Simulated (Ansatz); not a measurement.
# BGe2H: the cost of one run

Computed with Ansatz 0.2.0, Gaussian basis. Level: cc-pVTZ, core rule «outside noble gas», up to 29 orbitals frozen.

Plan: UHF; CCSD(T) on RHF; CCSD(T) on UHF; BCCD(T) on RHF; CCSDT(Q) on RHF; CCSDT(Q) on UHF.

4 further runs of the same task are left out: 4 set aside as unsound or not needed.

**1. The system**

The geometry is a PBE0/def2-TZVP stationary point (not a proven minimum). No spin-orbit coupling is included. The filled d shell of Ge may be among the frozen orbitals whatever the setting's name suggests; the logs give the count.

4 atoms, charge 0, spin multiplicity 1.

Atoms are counted from 1 here; the program's logs count them from 0.

Bond lengths: B1–Ge2 2.101 Å, Ge2–Ge3 2.275 Å, Ge2–H4 1.537 Å. Angles: B1–Ge2–Ge3 119.6°, B1–Ge2–H4 108.9°, Ge3–Ge2–H4 131.5°.

Coordinates:

```tsv
atom	x (Å)	y (Å)	z (Å)
B1	0.00000	-1.34971	2.26800
Ge2	0.00000	0.27856	0.94093
Ge3	0.00000	-0.09966	-1.30280
H4	0.00000	1.58352	1.75279
```

**2. UHF**

in.yaml reads:

```yaml
crystal:
  periodic: [false, false, false]
  atoms:
    - {symbol: B, position_ang: [0.000000, -1.349709, 2.268004]}
    - {symbol: Ge, position_ang: [0.000000, 0.278563, 0.940932]}
    - {symbol: Ge, position_ang: [0.000000, -0.099659, -1.302801]}
    - {symbol: H, position_ang: [0.000000, 1.583519, 1.752793]}
basis:
  gaussian: {orbitals: cc-pVTZ}
magnetization: {spin_polarized: true, initial_magnetization: 0}
hamiltonian: {xc: hf}
output: {orbitals: {seedname: orbitals}}
```

On the command line:

```console
$ ansatz run in.yaml --threads 1 --pin off --events-out ev --progress --plain --max-ram 4096MiB --backend cpu
```

Q: Estimate wall time and peak memory on 1 thread of AMD EPYC 7R13, shared host.

About 72 s, with a peak of 0.38 GiB.
